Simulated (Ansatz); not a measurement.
The same calculation of Cu, space group P-3m1 as a Python script and as an input file (Ansatz's Python interface).

Run as a notebook:

```python
from pathlib import Path
import warnings

import ansatz as az
from ase import Atoms
from ase.io import write
from ase.neighborlist import neighbor_list
import numpy as np
```

```python
XC = "pbesol"
CUTOFF = 420
K_SPACING = 0.26
SMEARING = "Marzari-Vanderbilt"
```

```python
def edges_and_angles(cell):
    cell = np.asarray(cell)
    a, b, c = np.linalg.norm(cell, axis=1)
    cosines = cell[1] @ cell[2] / (b * c), cell[0] @ cell[2] / (a * c), cell[0] @ cell[1] / (a * b)
    return (a, b, c, *np.degrees(np.arccos(cosines)))
```

```python
warnings.simplefilter("ignore", az.DeckWarning)
```

```python
cu = (
    az.Lattice.of((2.503658, 0.0, 0.0), (-1.251829, 2.168232, 0.0), (0.0, 0.0, 24.575589))
    .atom("Cu", (0.0, 0.0, 0.373764))
    .atom("Cu", (2 / 3, 1 / 3, 0.289614))
    .atom("Cu", (1 / 3, 2 / 3, 0.457991))
    .atom("Cu", (0.0, 0.0, 0.626236))
    .atom("Cu", (2 / 3, 1 / 3, 0.542009))
    .atom("Cu", (1 / 3, 2 / 3, 0.710386))
)
```

```python
len(cu.resolved().sites)
```

    6

```python
# shape and ions at fixed volume
calc = (
    cu.calculation()
    .functional(XC)
    .pseudopotentials("paw")
    .basis(CUTOFF)  # plane waves up to this kinetic energy
    .kpoints(spacing=K_SPACING)
    .occupations(SMEARING)
    .relax(fix_cell=["volume"])  # relax until the tolerances are met
    .density()  # keep the density on its grid
    .potential()  # keep the local potentials
    .electron_localization_function()
    .output_files(volumetric_format="npy")
)
steps = []


def collect(event):
    if event["event"] == "relax_step":
        steps.append(event["data"])


result = calc.session().plan().execute(on_event=collect)
report = result.report

report["n_kpoints"], report["n_symmetry_ops"], report["n_pw"]
```

    RunWarning: The output density's exchange-correlation potential varies sharply where the density is thin. Do not read a vacuum level from v_tot or v_xc, or from such a field of the output density. On a cell that repeats whose density bears no net charge and no dipole along the vacuum's axis use v_es (v_loc + v_h of [...]
    (19, 12, 2597)

```python
print("step   energy (eV)     max comp. (eV/A)   P (GPa)  SCF")
for s in steps:
    print(f"{s['step']:4d} {s['lagrangian_ev']:15.5f} {s['allowed_force_max_ev_ang']:12.4f} {s['pressure_gpa']:10.3f} {s['n_scf']:5d}")

first, last = steps[0], steps[-1]
symbols = [site.symbol for site in result.lattice.sites]
print(f"energy gained {first['lagrangian_ev'] - last['lagrangian_ev']:.4f} eV in {len(steps) - 1} steps")
for label, vectors in (("before", first["cell_ang"]), ("after", result.lattice.cell_ang)):
    print(label, "a b c (A) {:.4f} {:.4f} {:.4f}  angles {:.2f} {:.2f} {:.2f}".format(*edges_and_angles(vectors)), f" V = {abs(np.linalg.det(vectors)):.3f} A^3")
print("final stress xx yy zz (GPa, compression positive):", np.round(np.diag(report["stress_gpa"]), 3) + 0.0)
```

    step   energy (eV)     max comp. (eV/A)   P (GPa)  SCF
       1    -39531.47691       0.0881     -0.690    10
       2    -39531.47931       0.0551     -0.367     8
       3    -39531.48055       0.0022      0.064     9
       4    -39531.48060       0.0016      0.013     9
       5    -39531.48058       0.0016      0.014    11
    energy gained 0.0037 eV in 4 steps
    before a b c (A) 2.5037 2.5037 24.5756  angles 90.00 90.00 120.00  V = 133.409 A^3
    after a b c (A) 2.5022 2.5022 24.6040  angles 90.00 90.00 120.00  V = 133.409 A^3
    final stress xx yy zz (GPa, compression positive): [ 0.023  0.023 -0.002]

```python
relaxed = Atoms(symbols, positions=[site.position_ang for site in result.lattice.sites], cell=result.lattice.cell_ang, pbc=True)
write("relaxed.cif", relaxed, format="cif")
```

```python
print("relaxed fractional positions")
for site in result.lattice.sites:
    print(f"  {site.symbol:2s}", " ".join(f"{v % 1:8.5f}" for v in np.round(site.position_frac, 5)))
```

    relaxed fractional positions
      Cu  0.00000  0.00000  0.37477
      Cu  0.66667  0.33333  0.29156
      Cu  0.33333  0.66667  0.45827
      Cu  0.00000  0.00000  0.62523
      Cu  0.66667  0.33333  0.54173
      Cu  0.33333  0.66667  0.70844

```python
print("atom   start x y z (A)              end x y z (A)")
for symbol, a, b in zip(symbols, first["positions_ang"], last["positions_ang"]):
    print(f"{symbol:3s}", " ".join(f"{v:8.4f}" for v in a), "  ", " ".join(f"{v:8.4f}" for v in b))
```

    atom   start x y z (A)              end x y z (A)
    Cu    0.0000   0.0000   9.1855     -0.0000  -0.0000   9.2208
    Cu    1.2518   0.7227   7.1174      1.2511   0.7223   7.1736
    Cu    0.0000   1.4455  11.2554     -0.0000   1.4447  11.2753
    Cu    0.0000   0.0000  15.3901     -0.0000   0.0000  15.3832
    Cu    1.2518   0.7227  13.3202      1.2511   0.7223  13.3288
    Cu    0.0000   1.4455  17.4582     -0.0000   1.4447  17.4305

```python
final = Atoms(symbols, positions=last["positions_ang"], cell=result.lattice.cell_ang, pbc=True)
i, j, d = neighbor_list("ijd", final, 4.5)
print("neighbours within 1.1 times the shortest distance of each atom (A)")
for atom in range(len(final)):
    near = [m for m in np.argsort(d) if i[m] == atom]
    shell = [m for m in near if d[m] < 1.1 * d[near[0]]]
    print(f"{symbols[atom]}{atom} ({len(shell)}):", ", ".join(f"{symbols[j[m]]} {d[m]:.3f}" for m in shell))
```

    neighbours within 1.1 times the shortest distance of each atom (A)
    Cu0 (12): Cu 2.502, Cu 2.502, Cu 2.502, Cu 2.502, Cu 2.502, Cu 2.502, Cu 2.506, Cu 2.506, Cu 2.506, Cu 2.512, Cu 2.512, Cu 2.512
    Cu1 (9): Cu 2.502, Cu 2.502, Cu 2.502, Cu 2.502, Cu 2.502, Cu 2.502, Cu 2.506, Cu 2.506, Cu 2.506
    Cu2 (12): Cu 2.502, Cu 2.502, Cu 2.502, Cu 2.502, Cu 2.502, Cu 2.502, Cu 2.511, Cu 2.511, Cu 2.511, Cu 2.512, Cu 2.512, Cu 2.512
    Cu3 (12): Cu 2.502, Cu 2.502, Cu 2.502, Cu 2.502, Cu 2.502, Cu 2.502, Cu 2.506, Cu 2.506, Cu 2.506, Cu 2.512, Cu 2.512, Cu 2.512
    Cu4 (12): Cu 2.502, Cu 2.502, Cu 2.502, Cu 2.502, Cu 2.502, Cu 2.502, Cu 2.511, Cu 2.511, Cu 2.511, Cu 2.512, Cu 2.512, Cu 2.512
    Cu5 (9): Cu 2.502, Cu 2.502, Cu 2.502, Cu 2.502, Cu 2.502, Cu 2.502, Cu 2.506, Cu 2.506, Cu 2.506

```python
energy = report["free_energy_ev"]
print("F of the Cu cell: {:.6f} eV = {:.6f} Ry = {:.6f} Ha".format(energy, energy / 13.605693, energy / 27.211386))
print("Fermi level {:.4f} eV, {} k-points, {} symmetry operations".format(report["fermi_energy_ev"], report["n_kpoints"], report["n_symmetry_ops"]))
```

    F of the Cu cell: -39531.480585 eV = -2905.510258 Ry = -1452.755129 Ha
    Fermi level 6.6261 eV, 19 k-points, 12 symmetry operations

```python
folder = Path(result.write_results("fields"))
print("densities in e/A^3, potentials in eV, ELF without unit")
for name in sorted(p.name for p in folder.glob("*.npy")):
    field = np.load(folder / name)
    print(f"{name:16s} {str(field.shape):16s} min {field.min():10.4f}  mean {field.mean():10.4f}  max {field.max():10.4f}")
```

    densities in e/A^3, potentials in eV, ELF without unit
    elf.npy          (18, 18, 180)    min     0.0000  mean     0.1313  max     0.9250
    rho.npy          (18, 18, 180)    min    -0.0018  mean     0.8545  max    67.4230
    v_es.npy         (18, 18, 180)    min   -49.6100  mean     4.2010  max    11.4775
    v_es_of_output_density.npy (18, 18, 180)    min   -49.6100  mean     4.2010  max    11.4775
    v_tot.npy        (18, 18, 180)    min   -78.6678  mean    -2.8344  max    11.8573
    v_tot_of_output_density.npy (18, 18, 180)    min   -78.6677  mean    -2.8344  max    11.8527

`input.yaml`:
```yaml
crystal:
  lattice:
    - [2.503658, 0.0, 0.0]
    - [-1.251829, 2.168232, 0.0]
    - [0.0, 0.0, 24.575589]
  atoms:
    - { symbol: Cu, position: [0.0, 0.0, 0.373764] }
    - { symbol: Cu, position: [0.6666666666667, 0.3333333333333, 0.289614] }
    - { symbol: Cu, position: [0.3333333333333, 0.6666666666667, 0.457991] }
    - { symbol: Cu, position: [0.0, 0.0, 0.626236] }
    - { symbol: Cu, position: [0.6666666666667, 0.3333333333333, 0.542009] }
    - { symbol: Cu, position: [0.3333333333333, 0.6666666666667, 0.710386] }
basis:
  ecutwfc: 420.0
kpoints:
  mp_grid: { kspacing: 0.26 }
hamiltonian:
  xc: pbesol
  pseudopotentials: { kind: paw }
scf:
  occupations: { method: cold }
relax:
  cell: { fix: [volume] }
output:
  write_density: true
  write_potential: true
  volumetric_format: npy
  elf: true
```

Launched from the shell:
```console
$ ansatz run input.yaml --threads 1 --pin off --max-ram 3072MiB --backend cpu --events-out ev --progress --plain --runs-dir out
Engine: ansatz 0.2.0, x86_64-unknown-linux-gnu
Pseudopotentials: kind: paw
Pseudopotential: Cu, paw, valence charge 19, recommended cutoff 420 eV (normal), Cu.paw.azcp
Functional definition: PBEsol
  exchange = pbesol_x
  correlation = pbesol_c
Crystal: 6 atoms, lattice volume = 133.409 Å³
Basis set: ecut = 420 eV, 2633 PW (Γ), exchange–correlation on 36×36×360 points (8 copies of the dense FFT grid, shifted against one another)
Bands: 69, of which v1, the nominal top of the filled ones, is band 57 counted from 1 (56 counted from 0)
Symmetry: 12 space group operations
Space group: P-3m1 (ITA 164), of the structure as read, at distance tolerance 5.1e-5 Å
k-points: 19 of 144
Non-local potential: Cu, projectors of the file, l = 0: 3, l = 1: 2, l = 2: 3, l = 3: 1
PAW form: soft (Blöchl's): semilocal exchange-correlation on the pseudo side does not see the compensation charge
PAW frozen core: Cu, regenerated for the run's functional, and the local potential with it (the file was generated under x = pbe(κ = 0.804, μ = 0.2195149727645171), c = pbe(β = 0.06672455060314922))
PAW one-centre angular grid: Cu, 590 points (default); XC on 64 Gauss nodes
Initial density: superposition of atomic densities (neutral atoms: chi_scale 0, normalization atom), corrected by the library's trained network
Initial wavefunctions: pseudopotential atomic-orbital guess
Functional: x = pbesol(κ = 0.804, μ = 0.12345679012345678), c = pbesol(β = 0.046)
SCF iter   1: F=—  HF=-39531.515702 eV  |F-HF|=—  |Δ(HF+E_count)|=         —  Δρ=1.59e-2  dr2=2.11e-1  ethr=1.77e-3  ⟨swp⟩=7.3  Hψ=5433  notcnv=0  defer=34
preconditioner: auto → LDOS  [insulator: Δε(μ)=0.089 eV  Ē_g=9.225 eV  σ=0.100 eV  W_gap=0.61  n_scr=20 (ndim 8)  ℏωp=26.1 eV  f_vac=0.466  D(μ)=4.30/eV (n_scr^D=18)  ε∞_Penn≈9.0  β→1.0]
SCF iter   2: F=—  HF=-39531.792873 eV  |F-HF|=—  |Δ(HF+E_count)|=   2.77e-1  S|Δr|=    0.00e0  Δρ=4.14e-2  dr2=1.22e0  ethr=1.85e-4  ⟨swp⟩=3.0  Hψ=3175  notcnv=0  defer=103  recentre
SCF iter   3: F=—  HF=-39531.478024 eV  |F-HF|=—  |Δ(HF+E_count)|=   3.15e-1  S|Δr|=    0.00e0  Δρ=2.44e-3  dr2=5.01e-3  ethr=1.85e-4  ⟨swp⟩=2.8  Hψ=2629  notcnv=0  defer=103
SCF iter   4: F=—  HF=-39531.477078 eV  |F-HF|=—  |Δ(HF+E_count)|=   9.45e-4  S|Δr|=    0.00e0  Δρ=1.26e-3  dr2=1.87e-3  ethr=4.39e-6  ⟨swp⟩=3.1  Hψ=2525  notcnv=0  defer=105
SCF iter   5: F=—  HF=-39531.476854 eV  |F-HF|=—  |Δ(HF+E_count)|=   2.24e-4  S|Δr|=    0.00e0  Δρ=3.69e-4  dr2=2.39e-4  ethr=1.64e-6  ⟨swp⟩=2.0  Hψ=1771  notcnv=0  defer=105
SCF iter   6: F=—  HF=-39531.476902 eV  |F-HF|=—  |Δ(HF+E_count)|=   4.72e-5  S|Δr|=    0.00e0  Δρ=1.26e-4  dr2=5.07e-5  ethr=2.10e-7  ⟨swp⟩=2.1  Hψ=1774  notcnv=0  defer=105
SCF iter   7: F=—  HF=-39531.476912 eV  |F-HF|=—  |Δ(HF+E_count)|=   9.84e-6  S|Δr|=    0.00e0  Δρ=1.19e-4  dr2=2.79e-5  ethr=4.44e-8  ⟨swp⟩=2.2  Hψ=1736  notcnv=0  defer=105
SCF iter   8: F=—  HF=-39531.476910 eV  |F-HF|=—  |Δ(HF+E_count)|=   1.18e-6  S|Δr|=    0.00e0  Δρ=5.86e-5  dr2=7.72e-6  ethr=2.45e-8  ⟨swp⟩=1.1  Hψ=1219  notcnv=0  defer=105
SCF iter   9: F=—  HF=-39531.476911 eV  |F-HF|=—  |Δ(HF+E_count)|=   2.48e-7  S|Δr|=    0.00e0  Δρ=1.68e-5  dr2=8.31e-7  ethr=6.77e-9  ⟨swp⟩=2.2  Hψ=1708  notcnv=0  defer=105
SCF iter  10: F=-39531.476911 eV  HF=-39531.476911 eV  |F-HF|=1.19e-7  |Δ(HF+E_count)|=   7.74e-8  S|Δr|=    0.00e0  Δρ=5.92e-6  dr2=7.62e-8  ethr=8.77e-11  ⟨swp⟩=9.2  Hψ=10019  notcnv=0
SCF 1 converged in 10 iterations: F = -39531.476911 eV  dr2 = 7.62e-8
  greatest PAW one-centre occupation: 1.000 electrons in one spin orbital (limit 2), on the Cu atom at site 5 (counted from 0), in its partial waves of l = 0
relax step   1: F+E_penalty+E_count = -39531.47691062 eV  Δ(F+E_penalty+E_count) = +0.000e0 eV  max|allowed force component| = 8.809e-2 eV/Å  Δτ_max = 0.0000 Å  P = -0.690 GPa  Ω = 133.409 Å³  fix = [volume]  reactions: volume -0.690 GPa  (10 SCF iters, dr2 threshold 1.00e-7 eV, accepted)
Basis set: ecut = 420 eV, 2597 PW (Γ), exchange–correlation on 36×36×360 points (8 copies of the dense FFT grid, shifted against one another)
Initial density: handed on by an earlier stage of this run
Initial wavefunctions: those handed on with the density
iter 1 solved again at ethr=4.63e-6 eV; its pass at ethr=3.10e-3 eV (dr2=5.27e-3 eV) is discarded
SCF iter   1: F=—  HF=-39531.481772 eV  |F-HF|=—  |Δ(HF+E_count)|=         —  Δρ=2.85e-3  dr2=5.40e-3  ethr=4.63e-6  ⟨swp⟩=3.1  Hψ=5961  notcnv=0
preconditioner: auto → LDOS  [metal: Δε(μ)=0.019 eV  Ē_g=9.424 eV  σ=0.100 eV  W_gap=0.14  n_scr=20 (ndim 8)  ℏωp=26.1 eV  f_vac=0.467  D(μ)=4.87/eV (n_scr^D=20)  β→1.0]
SCF iter   2: F=—  HF=-39531.480396 eV  |F-HF|=—  |Δ(HF+E_count)|=   1.38e-3  S|Δr|=    0.00e0  Δρ=2.20e-3  dr2=7.49e-3  ethr=4.63e-6  ⟨swp⟩=2.0  Hψ=2330  notcnv=0
SCF iter   3: F=—  HF=-39531.479842 eV  |F-HF|=—  |Δ(HF+E_count)|=   5.54e-4  S|Δr|=    0.00e0  Δρ=1.90e-3  dr2=3.93e-3  ethr=4.63e-6  ⟨swp⟩=2.0  Hψ=2174  notcnv=0
SCF iter   4: F=—  HF=-39531.479364 eV  |F-HF|=—  |Δ(HF+E_count)|=   4.78e-4  S|Δr|=    0.00e0  Δρ=5.19e-4  dr2=7.97e-4  ethr=3.44e-6  ⟨swp⟩=2.2  Hψ=1789  notcnv=0
[... 68 lines left out ...]
  E_hartree    = 123197.952317
  E_xc         = -534.442347
  E_vxc        = -692.692488  (∫ρ·V_xc dr)
  E_paw        = -9758.409843  (= ΣΔE_a)
  E_vpaw       = -2697.239009  (= ΣTr[D̂ρ^β])
  E_aug_tail   = 0.001424  (compensation charges beyond the density's cutoff)
  E_ewald      = 93885.868464
  E_core_change = 1.237213  (= ΣΔE_core)
  E_smearing   = -0.011341  (= −TS)
  E_closure    = -0.000000  (closes the sum)
  Σ components = -39531.480585   (vs F -39531.480585, Δ=0.00e0)
--- Forces (eV/Å), atoms counted from 1 ---
  atom   1  Cu     0.00000000     0.00000000    -0.00158421
  atom   2  Cu    -0.00000000     0.00000000     0.00131289
  atom   3  Cu     0.00000000     0.00000000    -0.00047561
  atom   4  Cu     0.00000000    -0.00000000     0.00158421
  atom   5  Cu     0.00000000    -0.00000000     0.00047561
  atom   6  Cu     0.00000000    -0.00000000    -0.00131289
  max |Σ_I F_I| component: 2.31e-18 eV/Å
--- Stress (GPa, compression-positive) ---
        0.022641      -0.000000       0.000000
        0.000000       0.022641       0.000000
        0.000000       0.000000      -0.002405
  P = ⅓ Tr σ = 0.0143 GPa (0.143 kbar)
--- Band table (eV; the first three rows and the last of 19) ---
  k-point 0: bands = ["-105.8435", "-105.8431", "-105.8249", "-105.8164", "-105.5884", "-105.5884", "-63.4192", "-63.3953", "-63.3514", "-63.3079", "-63.3060", "-63.3060", "-63.3056", "-63.3056", "-63.2848", "-63.2848", "-63.2753", "-63.2753", "-63.0912", "-63.0912", "-63.0912", "-63.0912", "-63.0461", "-63.0461", "-3.1251", "-2.4785", "-1.4392", "-0.2204", [...]
  k-point 1: bands = ["-105.8426", "-105.8422", "-105.8240", "-105.8157", "-105.5875", "-105.5875", "-63.4167", "-63.3941", "-63.3521", "-63.3155", "-63.3123", "-63.3079", "-63.3075", "-63.3069", "-63.2909", "-63.2867", "-63.2820", "-63.2768", "-63.0982", "-63.0982", "-63.0930", "-63.0930", "-63.0454", "-63.0454", "-2.8914", "-2.2504", "-1.2206", "-0.0158", [...]
  k-point 2: bands = ["-105.8401", "-105.8398", "-105.8215", "-105.8139", "-105.5852", "-105.5852", "-63.4101", "-63.3911", "-63.3556", "-63.3352", "-63.3294", "-63.3147", "-63.3132", "-63.3126", "-63.3030", "-63.2993", "-63.2918", "-63.2809", "-63.1175", "-63.1175", "-63.0978", "-63.0978", "-63.0434", "-63.0434", "-2.2087", "-1.5887", "-0.5984", "0.5450", [...]
  k-point 18: bands = ["-105.8281", "-105.8281", "-105.8075", "-105.8075", "-105.5743", "-105.5743", "-63.3903", "-63.3903", "-63.3832", "-63.3832", "-63.3830", "-63.3752", "-63.3608", "-63.3608", "-63.3455", "-63.3341", "-63.3243", "-63.3243", "-63.1654", "-63.1654", "-63.1642", "-63.1642", "-63.0342", "-63.0342", "2.2869", "2.2869", "2.2991", "2.3792", [...]
--- Relaxed structure (4 steps of the walk, 4 accepted, 1 SCFs on fresh bases) ---
  F+E_penalty+E_count = -39531.48058497 eV   max|allowed force component| = 1.584e-3 eV/Å   (the final SCF, on the basis selected at the relaxed cell)
  cell:  # Å, volume = 133.4089 Å³
    - [2.50221131830963, 0.0, 0.0]
    - [-1.251105659154815, 2.16697856729309, 1.3988478355427002e-32]
    - [0.0, 1.5855090228103088e-31, 24.604020986390953]
  atoms:
    - { symbol: Cu, position: [4.892507840618994e-33, 7.293512337616571e-33, 0.37476709793897117] }
    - { symbol: Cu, position: [0.6666666666666667, 0.3333333333333333, 0.29156071858575094] }
    - { symbol: Cu, position: [0.3333333333333333, 0.6666666666666666, 0.4582692815130486] }
    - { symbol: Cu, position: [-2.581605660989827e-33, -7.629073121755912e-33, 0.6252329020610289] }
    - { symbol: Cu, position: [0.6666666666666667, 0.3333333333333333, 0.5417307184869514] }
    - { symbol: Cu, position: [0.3333333333333333, 0.6666666666666666, 0.708439281414249] }
```

Caveats:
- Total energies depend on the potentials; only differences at equal settings carry meaning. A total without «per atom» is that of the cell as typed.
- The cell holds layers, chains or clusters in vacuum, no bulk phase; its stress is averaged over the vacuum too and scales with the cell's height.
- Part of the cell is held or a pressure is applied, so the end point needn't be the zero-pressure lattice.
- The mesh is modest for a metal, so energies can be off by several to tens of meV an atom and pressures by half a GPa or more; differences at equal mesh fare better.
- An absolute Fermi energy rests on an arbitrary zero of the periodic potential and has no direct meaning.
- Energies along a relaxation are free energies. Rows at an unchanged volume are solved on a plane-wave basis chosen afresh for that cell, so the energy jumps there and such rows are no steps of the walk.
- The structure is layered, and without a dispersion term the spacing of the layers is poorly determined.
- Densities and potentials on the grid are those of the valence electrons, and inside the cores they hang on the potentials used.
- This isn't the structure that Cu takes at ambient conditions.
- Warnings are shown shortened and without file and line.
- The script silences the warnings on its input, which a real study should read.
- Timing: 47 s on 1 thread of Intel(R) Xeon(R) Processor @ 2.30GHz, with other jobs on the host, peak memory 0.72 GiB.

(A comment or docstring line of the script was reworded after the run, the code is as it ran.)
